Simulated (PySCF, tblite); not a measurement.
**C₄H₆B₂FOS radical: geometry, infrared bands and EPR parameters**

Wanted: the infrared bands and EPR parameters of C₄H₆B₂FOS radical (`BOB(F)C1=C[CH]CS1`), by calculation.

Programs: tblite 0.8.0 and PySCF 2.14.0, with density-fitted response routines of our own. Each step states its level of theory. These are calculated values for one molecule in the gas phase, unless marked as measured. Atoms are numbered from 0 throughout.

**1. The molecule as given**

15 atoms, charge 0, multiplicity 2; geometry from: force field or distance geometry start.

Bonds of the start (Å): B0–O1 1.46, O1–B2 1.43, B2–F3 1.45, B2–C4 1.59, C4–C5 1.32, C5–C6 1.45, C6–C7 1.48, C7–S8 1.85, S8–C4 1.82, B0–H9 1.19, B0–H10 1.19, C5–H11 1.11, C6–H12 1.11, C7–H13 1.09, C7–H14 1.12.

**2. Geometry optimisation with GFN2-xTB**

What the job is given:

```
{"job": {"kind": "relax", "xc": "GFN2-xTB", "basis": "xTB"}, "charge": 0, "multiplicity": 2}
B      3.360300     0.354700    -0.139200
O      2.273900    -0.439700     0.428000
B      1.341300    -0.925300    -0.547200
F      1.542400    -2.283000    -1.023500
C     -0.161500    -0.423300    -0.425300
C     -1.001100    -0.643400     0.567100
C     -2.315500    -0.058300     0.408800
C     -2.316700     1.149600    -0.450300
S     -1.043400     0.578800    -1.659000
H      4.123400    -0.160200    -0.886800
H      3.097100     1.490700    -0.395700
H     -0.687100    -1.236000     1.454600
H     -2.983800    -0.830300    -0.019200
H     -3.274600     1.370300    -0.926300
H     -1.959200     2.063400     0.086400
```

The run is started by

```sh
$ OMP_NUM_THREADS=1 python probes_run.py task.json out
```

The driver reads the jobs from task.json and runs them one after another.

**Question.** This job is followed by: GFN2-xTB harmonic vibrations, gas phase; UKS B3LYP, pcH-1 on B C F H O S, non-relativistic, mean-field spin-orbit, GIAO. Predict these results of the whole session: strongest single infrared mode (GFN2-xTB); zero-point energy (GFN2-xTB); g(iso) (B3LYP); ⟨S²⟩; largest a(iso) (averaged by class); surface potential, 1st and 99th percentile.

**Answer**, as computed:

| quantity | value |
| --- | --- |
| strongest single infrared mode (GFN2-xTB) | 1566 cm⁻¹, 548 km/mol |
| zero-point energy (GFN2-xTB) | 60.7 kcal/mol |
| g(iso) (B3LYP) | 2.00552 |
| ⟨S²⟩ | 0.765 (exact 0.75) |
| largest a(iso) (averaged by class) | 1H on H13, H14, 98.3 MHz |
| surface potential, 1st and 99th percentile | -0.99 V and 1.18 V |

What this shows: Relaxing lowered the energy by 3.667 eV in 121 steps; the close pair that moved most is B0–O1, from 1.460 to 1.300 Å. All 39 modes are real, so the xTB geometry is a minimum. The strongest single mode, at 1566 cm⁻¹, moves mainly O1. Unscaled tight-binding wavenumbers are off by several per cent, some by more. Its intensities can rank the bands wrongly. The largest spin populations lie on C4 (0.48 e), C6 (0.41 e). The isotropic g lies 3.2 ppt above the free-electron value.
